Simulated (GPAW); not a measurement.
A run of GPAW 26.7.0 is set up as follows.

Contents of run.py:

```python
from ase import Atoms
from ase.dft.bandgap import bandgap
from ase.io import write
from ase.units import GPa
from gpaw import GPAW, PW, setup_paths

setup_paths.insert(0, '.')

atoms = Atoms(['Ta', 'V', 'V', 'V', 'N', 'N', 'N', 'N'],
              cell=[[4.220192, 0.0, 0.0],
                    [0.0, 4.220192, 0.0],
                    [0.0, 0.0, 4.220192]],
              scaled_positions=[[0.5, 0.5, 0.5],
                                [0.5, 0.0, 0.0],
                                [0.0, 0.5, 0.0],
                                [0.0, 0.0, 0.5],
                                [0.0, 0.0, 0.0],
                                [0.0, 0.5, 0.5],
                                [0.5, 0.0, 0.5],
                                [0.5, 0.5, 0.0]],
              pbc=True)
atoms.set_initial_magnetic_moments([0.0, 2.0, 2.0, 2.0, 0.0, 0.0, 0.0, 0.0])

calc = GPAW(mode=PW(800),
            xc='PBEsol',
            kpts={'size': (6, 6, 6), 'gamma': True},
            occupations={'name': 'fermi-dirac', 'width': 0.05},
            nbands=63,
            convergence={'density': 1e-05, 'energy': 1e-05},
            maxiter=150,
            txt='gpaw.txt')
atoms.calc = calc
energy = atoms.get_potential_energy()
forces = atoms.get_forces()
stress = atoms.get_stress()
calc.write('gs.gpw')
write('result.traj', atoms)
print(f'Energy: {energy:.6f} eV')
print('Forces (eV/A):')
print(forces.round(4))
print('Stress (GPa):', (stress / GPa).round(3))
print('Moments:', calc.get_magnetic_moments().round(3))
print('Fermi level:', round(calc.get_fermi_level(), 4), 'eV')
print(f'Gap: {bandgap(calc)[0]:.4f} eV, direct: {bandgap(calc, direct=True)[0]:.4f} eV')
```

Potentials or basis: PAW data sets generated in the run's folder for this functional, pw.

Launch:

```bash
$ gpaw-setup -f PBEsol N Ta V
$ OMP_NUM_THREADS=1 python run.py
```

Problem. Predict the pressure.

Solution. -9.0 GPa.

Problem. Predict the band gap on the k mesh.

Solution. None (metal or under the smearing width).

Problem. Estimate the site moments.

Solution. Ta -0.03; V +0.35; N -0.00, +0.01 μB.

With open d or f shells a metallic result of PBEsol can be an artefact of self-interaction; +U or a hybrid may open a gap. Spin-orbit coupling is left out, which matters for the levels of Ta.
